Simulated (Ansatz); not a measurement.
# Cl3Sn (charge -1): harmonic frequencies at the relaxed geometry in Python

Wanted for Cl3Sn (charge -1): harmonic frequencies at the relaxed geometry. SMILES: Cl[Sn-](Cl)Cl.

Computed with Ansatz 0.2.0 through its Python package. Level of theory: B3LYP/def2-SVP.

**1. The structure**

Bond lengths: Cl1–Sn2 2.355 Å, Sn2–Cl3 2.355 Å, Sn2–Cl4 2.355 Å. Angles: Cl1–Sn2–Cl3 109.5°, Cl1–Sn2–Cl4 109.5°, Cl3–Sn2–Cl4 109.5°.

No structure file is read: the coordinates are typed or built in the script.

**2. Script**

run_freq.py

```python
"""Vibrations and zero-point energy of Cl3Sn(-)."""

import ansatz as az
from ase import Atoms
from ase.thermochemistry import IdealGasThermo
import numpy as np

geometry_ang = [
    ("Cl", (-1.1822, -1.8791, -0.2002)),
    ("Sn", (-0.0023, 0.0002, 0.5888)),
    ("Cl", (-1.0351, 1.9639, -0.2009)),
    ("Cl", (2.2195, -0.085, -0.1877)),
]
system = az.Crystal.molecule()
for symbol, xyz in geometry_ang:
    system = system.atom(symbol, xyz)

job = system.calculation()
job = job.basis(gaussian="def2-SVP").functional("B3LYP")
job = job.charge(-1)
symbols = [site.symbol for site in system.cartesian_sites]
start = np.array([site.position_ang for site in system.cartesian_sites], dtype=float)
summary = job.relax(force_tolerance=0.003, max_steps=100).run().report
end = np.array(summary["positions_ang"])

print("final positions (A) and the move of each atom")
for symbol, xyz, old in zip(symbols, end, start):
    print(f"{symbol:2s} {xyz[0]:10.5f} {xyz[1]:10.5f} {xyz[2]:10.5f}   {np.linalg.norm(xyz - old):7.4f}")

# same settings at the minimum
minimum = az.Crystal.molecule()
for symbol, place in zip(symbols, end):
    minimum = minimum.atom(symbol, place.tolist())
vibrating = (
    minimum.calculation()
    .basis(gaussian="def2-SVP")
    .functional("B3LYP")
    .charge(-1)
    .phonons(temperatures=(298.15, 498.15, 100))
)
vib = vibrating.run().report["vibrations"]
sums = vib["harmonic_sums"]
modes = [m["omega_inv_cm"] for m in sums["modes_at_gamma"] if m["rigid_motion"] == "no"]
for number, w in enumerate(modes, start=1):
    print(f"mode {number:2d} {w:9.1f} 1/cm {w / 8065.544 * 1000:8.2f} meV")
print("imaginary modes:", sum(w < 0 for w in modes), " zero-point energy:", round(sums["zero_point_energy_ev"], 4), "eV")
# rigid rotor and ideal gas, symmetry number taken as one
gas = IdealGasThermo(vib_energies=[w / 8065.544 for w in modes if w > 0], geometry="linear" if len(modes) == 3 * len(symbols) - 5 else "nonlinear",
                     atoms=Atoms(symbols, positions=end), symmetrynumber=1, spin=0.0)
print(f"H(298 K) - E = {gas.get_enthalpy(298.15, verbose=False):.4f} eV")
print(f"S(298 K, 1 bar) = {96485.33 * gas.get_entropy(298.15, 1e5, verbose=False):.1f} J/(mol K) with symmetry number 1")
```

**3. Launch**

On the command line:

```bash
> python run_freq.py
```

Without the output at hand: what should come out? Wanted: moves of the relaxation of run 1; energy gained in run 1; last largest force component of run 1; highest frequency; imaginary modes; zero-point energy.

The runs gave:

| quantity | value |
| --- | --- |
| runs compared | 2 |
| moves of the relaxation of run 1 | 4 |
| energy gained in run 1 | 0.851 eV |
| last largest force component of run 1 | 0.0010 eV/Å |
| highest frequency | 295 cm⁻¹ |
| imaginary modes | 0 |
| zero-point energy | 0.071 eV |

**Reading.** Run 1: After 4 moves the largest shift is 0.319 Å, of atom 2 (Sn). All frequencies are real, so the geometry is a minimum. The values are harmonic; measured fundamentals also hold anharmonic shifts, mostly downward for stretches. The frequencies are harmonic and unscaled, in a modest basis. def2 sets replace the cores of elements past krypton by effective core potentials. b3lyp holds the VWN-RPA fit, as in Gaussian; the form of ORCA and Turbomole is b3lyp5. The entropy takes a symmetry number of 1; a symmetric molecule's is lower by R ln(sigma). Anions want diffuse functions, which this basis lacks.
